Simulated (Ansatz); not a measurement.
# HBr: a hydrostatic pressure series

A pressure series on HBr (-3 to 60 GPa): equation of state, axes and gap.

Computed with Ansatz 0.2.0 (DFT r2SCAN, scalar-relativistic, plane waves, PAW, unless a step's input says otherwise).

**1. The system as given**

Symmetry: Fmmm, No. 69, orthorhombic system. The conventional cell has a = 5.555 Å, b = 5.640 Å, c = 6.063 Å, α = 90.00°, β = 90.00°, γ = 90.00°. Around H (site symmetry mmm) lie 6 Br at 2.78 to 3.03 Å. Br (site symmetry mmm) has 6 H at 2.78 to 3.03 Å as nearest neighbours.

Structure file:

```
CELL_PARAMETERS angstrom
0.00000 2.82000 3.03150
2.77750 0.00000 3.03150
2.77750 2.82000 0.00000
ATOMIC_POSITIONS crystal
H 0.00000 0.00000 0.00000
Br 0.50000 0.50000 0.50000
```

The structure comes from the Crystallography Open Database.

(A quick probe on a coarse mesh, which set the mesh and smearing, is not shown.)

**3. Relaxing cell and atoms**

input.yaml

```yaml
crystal:
  lattice:
    - [0.0, 2.82, 3.0315]
    - [2.7775, 0.0, 3.0315]
    - [2.7775, 2.82, 0.0]
  atoms:
    - { symbol: H, position: [0.0, 0.0, 0.0] }
    - { symbol: Br, position: [0.5, 0.5, 0.5] }
basis:
  ecutwfc: 500
kpoints:
  mp_grid: { grid: [12, 12, 12] }
hamiltonian:
  xc: r2scan
scf:
  occupations: { method: gaussian, width: 0.1 }
output:
  forces: true
  stress: true
  eigenvalues: true
relax:
  adjacent_minimum: "off"
  f_tol: 0.005
  max_steps: 80
  cell: { stress_tol: 0.05 }
```

Further runs follow: relaxing again on a mesh for the new cell; band edges over the zone; target pressure -3 GPa; 3 GPa; the gap over the whole zone at 3 GPa; relaxing at 8 GPa; target pressure 15 GPa; 30 GPa; target pressure 60 GPa.

Q: Predict the outcome of this session. Wanted: relaxed cell; volume; formation energy; bulk modulus B0; B0'.

The runs gave:

| quantity | value |
| --- | --- |
| relaxed cell (conventional) | a = 5.374 Å, b = 5.374 Å, c = 3.337 Å, α = 90.00°, β = 90.00°, γ = 90.00° |
| space group (0.01 Å) | I4/mmm (No. 139) |
| volume | 24.10 Å³/atom |
| formation energy (elements from runs with the same settings, not shown) | +0.06 eV/atom |
| volume at 60 GPa | 9.46 Å³/atom, V/V0 = 0.393 |
| bulk modulus B0 (third-order Birch-Murnaghan) | 6 GPa |
| B0' | 5.0 |
| gap at 0 and 60 GPa | 1.70 eV; none (metal) |

What this shows: The cell grew by 1.5 % in volume on relaxing. The shape changed too: the edges of the input's cell moved by +29.8, +1.0, +4.8 %. Up to 60 GPa the volume falls by 60.7 %. A third-order Birch-Murnaghan curve fits the points with B0 = 6 GPa. The cell gives way unevenly: a -36.4 %, b -29.9 %, c -29.8 %. The gap closes between 3 and 8 GPa; that is the Kohn-Sham gap on the mesh, and since semilocal gaps are small it probably closes too early. The symmetry of the start is kept, so a transition to another structure would not show. The final runs have no spin polarisation, so no magnetic state was tried and one may lie lower.
